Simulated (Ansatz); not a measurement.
# In3W: the cost of one run

Program: Ansatz 0.2.0. Level of theory: DFT PBE, scalar-relativistic, plane waves, PAW. These are calculated values, not measurements.

1 further run of the same task is left out (it didn't finish).

## 1. Starting point

The structure is cubic, space group Pm-3m (No. 221). Conventional cell: a = 4.425 Å, b = 4.425 Å, c = 4.425 Å, α = 90.00°, β = 90.00°, γ = 90.00°. Around In (site symmetry 4/mmm) lie 8 In at 3.13 Å and 4 W at 3.13 Å. Around W (site symmetry m-3m) lie 12 In at 3.13 Å.

Coordinates:

```
In W
1.0
     4.42534    0.00000    0.00000
     0.00000    4.42534    0.00000
     0.00000    0.00000    4.42534
In W
3 1
Cartesian
  0.0000 2.2127 2.2127
  2.2127 0.0000 2.2127
  2.2127 2.2127 0.0000
  0.0000 0.0000 0.0000
```

(A quick probe on a coarse mesh, which set the mesh and smearing, is not shown.)

## 3. Full relaxation

input.yaml reads:

```yaml
crystal:
  lattice:
    - [4.4253432324, 0.0, 0.0]
    - [0.0, 4.4253432324, 0.0]
    - [0.0, 0.0, 4.4253432324]
  atoms:
    - { symbol: In, position: [0.0, 0.5, 0.5] }
    - { symbol: In, position: [0.5, 0.0, 0.5] }
    - { symbol: In, position: [0.5, 0.5, 0.0] }
    - { symbol: W, position: [0.0, 0.0, 0.0] }
basis:
  ecutwfc: 420
kpoints:
  mp_grid: { grid: [10, 10, 10] }
hamiltonian:
  xc: pbe
scf:
  occupations: { method: gaussian, width: 0.1 }
output:
  forces: true
  stress: true
  eigenvalues: true
relax:
  adjacent_minimum: "off"
  f_tol: 0.01
  max_steps: 80
  cell: { stress_tol: 0.05 }
```

Started as:

```sh
$ ansatz run input.yaml --threads 1 --pin off --max-ram 2560MiB --backend cpu --events-out ev --progress --plain --runs-dir out
```

**Question.** How long does this run take on 1 thread of Arm Neoverse V1, shared host, and how much memory does it need?

About 50 s, with a peak of 0.42 GiB.
